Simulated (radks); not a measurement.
# Valence configurations of P

One table from this session's results is given with a row withheld; the runs are named, their logs left out.

Method: scalar-relativistic Kohn-Sham, r2SCAN, spin-polarised, spherical densities, finite nucleus; open shells are filled with parallel spins first. Code: radks (a radial shooting solver on a logarithmic mesh, Libxc functionals) version 1.

## What is computed

```
element            : phosphorus (Z = 15)
charge             : 0
electrons          : 15
configuration      : [Ne] 3s2 3p3
nuclear rms radius : 3.1889 fm
others tried       : 3s1.5 3p3.5; 3s1 3p4; 3p5
```

The outer shells:

P
```
[Ne] core
3s [↑↓]
3p [↑ ][↑ ][↑ ]
```

The first run:

Input:

```text
Z 15
configuration [Ne] 3s2 3p3
relativity scalar-relativistic
functional r2scan,r2scan
spin polarised
nucleus finite rms 3.1889 fm
c 137.035999084
```

Steps of the session up to this table: [Ne] 3s2 3p3.

One of the session's tables, all rows but one given; the rest of the session is left out.

It belongs to the step «[Ne] 3s2 3p3». Sizes of the orbitals, from the radial functions (bohr):

```
  level     <r>  outermost maximum (interpolated)  90 % within  nodes
  2s up  0.5174                             0.418        0.812      1
2s down  0.5177                             0.418        0.812      1
  2p up  0.4843                             0.354        0.809      0
2p down  0.4845                             0.355        0.809      0
  3s up       ?                                 ?            ?      ?
3s down   1.923                              1.57         2.94      2
  3p up   2.308                              1.83         3.62      1
3p down   2.372                              1.84         3.75      1
```

**Question.** Estimate the row for 3s up.

As computed: <r>: 1.905; outermost maximum (interpolated): 1.58; 90 % within: 2.89; nodes: 2. In the column «<r>» it lies between 2s down (0.5177) and 3s down (1.923).
